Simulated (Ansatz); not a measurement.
NbTe, 2 atoms in the cell. The structure is hexagonal, space group P-6m2 (No. 187). The conventional cell has a = 3.703 Å, b = 3.703 Å, c = 3.694 Å, α = 90.00°, β = 90.00°, γ = 120.00°. Te (site symmetry -6m2) has 6 Nb at 2.83 Å as nearest neighbours. Nb (site symmetry -6m2) has 6 Te at 2.83 Å as nearest neighbours. The cell comes from a database or a generator and needn't be the stable form of this composition.

- Program: Ansatz 0.2.0
- Task: relaxation of cell and atoms
- Functional: PBEsol
- Dispersion: D4
- Potentials or basis: Ansatz PAW
- Cutoff: 420 eV (not typed: the program's choice for these potentials)
- k mesh: 8 × 8 × 7
- Occupations: fermi-dirac, width 0.05 eV
- Spin: no spin polarisation

Potentials or basis: Ansatz PAW.

Run with:

```bash
$ ansatz run input.yaml --threads 2 --pin off --max-ram 5632MiB --backend cpu --events-out ev --progress --plain --runs-dir out
```

Hardware: 2 threads of Arm Neoverse V1, with other jobs on the host.

Question: Estimate the wall time of this run.

Answer: Wall time 12 s on 2 threads of Arm Neoverse V1 (shared host), peak memory 0.35 GiB. Counts: scf iterations 37, plane waves 793, k points 40, bands 19, ion steps 6.
